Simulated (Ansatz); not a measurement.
# AlH4NS2, SMILES [NH2][Al]([SH])[SH]: a rigid scan of one bond angle

Program: the Ansatz DFT code, driven from Python.

`run_bend.py`
```python
# -*- coding: utf-8 -*-
"""Bending curve of AlH4NS2."""

import ansatz as az
from ase import Atoms


def main():
    atoms = Atoms(["N", "Al", "S", "S", "H", "H", "H", "H"], positions=[
        (-0.4587, 1.6058, -0.0707),
        (0.2163, -0.0949, -0.3715),
        (2.4304, -0.4081, -0.3188),
        (-1.0884, -1.8343, -0.7638),
        (-1.0793, 1.8732, -0.9418),
        (-1.1659, 1.5882, 0.7229),
        (2.4605, -0.6707, 1.081),
        (-1.2228, -2.1164, 0.6069),
    ])

    # start the scan from a relaxed geometry
    first = az.Crystal.molecule_from_ase(atoms).calculation()
    first = first.basis(gaussian="6-31G*")
    first = first.functional("cam_b3lyp").relax(force_tolerance=0.02, max_steps=80)
    atoms.positions = first.run(threads=1, pin="off").report["positions_ang"]

    rows = []
    for angle in [90, 100, 110, 120, 135, 150, 165, 179]:
        bent = atoms.copy()
        bent.set_angle(1, 2, 6, angle, indices=[6])
        job = (
            az.Crystal.molecule_from_ase(bent).calculation()
            .basis(gaussian="6-31G*")  # the orbital basis, by name
            .functional("cam_b3lyp")
        )
        rows.append((angle, job.run(threads=1, pin="off").report["free_energy_ev"]))
    floor = min(e for _, e in rows)
    for angle, e in rows:
        print(f"angle Al1-S2-H6 = {angle:3d} deg   {1000 * (e - floor):9.1f} meV")


if __name__ == "__main__":
    main()
```

Running `python run_bend.py` prints:
```text
angle Al1-S2-H6 =  90 deg         0.0 meV
angle Al1-S2-H6 = 100 deg         0.8 meV
angle Al1-S2-H6 = 110 deg        83.0 meV
angle Al1-S2-H6 = 120 deg       236.5 meV
angle Al1-S2-H6 = 135 deg       564.0 meV
angle Al1-S2-H6 = 150 deg       933.5 meV
angle Al1-S2-H6 = 165 deg      1233.6 meV
angle Al1-S2-H6 = 179 deg      1351.9 meV
```

Notes:
- These settings explore the input space; basis and method may be short of convergence.
- The scan is rigid, and the energies are electronic, in a modest basis. The zero is the lowest point of the grid, which needn't be the minimum.
- The whole script took 2.1 min on 1 thread of Arm Neoverse V1 (shared host), peak memory 0.26 GiB.
